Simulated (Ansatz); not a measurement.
**GaH₄NSe: shape, modes and thermochemistry**

What shape does GaH₄NSe take? The plan is to relax it, then compute its harmonic vibrations to see whether it is a minimum and to get the zero-point energy and entropy.

The runs use Ansatz 0.2.0, Gaussian basis; RKS PBE0-D4/def2-TZVP.

Levels to be run: relaxation at PBE0-D4/def2-TZVP; harmonic vibrations at the same level.

1 further run of the same task is left out (set aside as unsound or not needed).

## Step 1: Where the work starts

SMILES `[NH2][GaH][SeH]`, 7 atoms, charge 0, spin multiplicity 1.

Atoms are counted from 1 here; the program's logs count them from 0.

Bond lengths: N1–Ga2 1.811 Å, N1–H4 1.014 Å, N1–H5 1.012 Å, Ga2–Se3 2.317 Å, Ga2–H6 1.548 Å, Se3–H7 1.444 Å. Angles: Ga2–N1–H4 124.4°, Ga2–N1–H5 126.9°, H4–N1–H5 108.7°, N1–Ga2–Se3 118.1°, N1–Ga2–H6 117.4°, Se3–Ga2–H6 124.5°, Ga2–Se3–H7 94.3°.

As a file:

```xyz
7

N    -1.10368    0.48319   -0.89459
Ga    0.09092    0.15175    0.42584
Se    1.72419   -1.44700    0.04283
H    -1.11027    0.01235   -1.79259
H    -1.86811    1.14580   -0.86922
H    -0.04833    0.96844    1.73405
H     2.31527   -1.31452    1.35368
```

The start is a GFN2-xTB geometry.

## Step 2: Relaxation at PBE0-D4/def2-TZVP

The input, in.yaml:

```yaml
crystal:
  periodic: [false, false, false]
  atoms:
    - {symbol: N, position_ang: [-1.103680, 0.483190, -0.894590]}
    - {symbol: Ga, position_ang: [0.090920, 0.151750, 0.425840]}
    - {symbol: Se, position_ang: [1.724190, -1.447000, 0.042830]}
    - {symbol: H, position_ang: [-1.110270, 0.012350, -1.792590]}
    - {symbol: H, position_ang: [-1.868110, 1.145800, -0.869220]}
    - {symbol: H, position_ang: [-0.048330, 0.968440, 1.734050]}
    - {symbol: H, position_ang: [2.315270, -1.314520, 1.353680]}
basis:
  gaussian: {orbitals: def2-TZVP}
hamiltonian: {xc: pbe0, dispersion: d4}
relax: {f_tol: 0.005, max_steps: 150}
```

Command:

```bash
$ ansatz run in.yaml --threads 2 --pin off --events-out ev --progress --plain --max-ram 4352MiB
```

Further steps of the session: Vibrations by finite differences.

**Question.** What will the summary of the whole plan be? Wanted: point group; shift from the start; total energy; dispersion term; dipole moment; lowest, highest wavenumber; zero-point energy.

The runs gave:

```
                  quantity            value
               point group               Cs
                     steps                6
shift from the start (rms)          0.042 Å
              total energy  -119268.7966 eV
           dispersion term         -121 meV
             dipole moment           1.47 D
lowest, highest wavenumber   133, 3729 cm⁻¹
         zero-point energy     106.0 kJ/mol
       entropy at 298.15 K  333.6 J/(mol K)
```

The relaxed geometry lies 0.04 Å (rms) from the start; the bond that changed most is Se3–H7, from 1.444 to 1.468 Å. All wavenumbers are real, so the end point is a minimum. The stiffest mode, 3729 cm⁻¹, is an N–H stretch, and 2 modes under 200 cm⁻¹ make the vibrational entropy uncertain. Harmonic hybrid wavenumbers usually lie a few per cent above measured fundamentals. The largest Mulliken charge, -0.63 e, sits on N1.
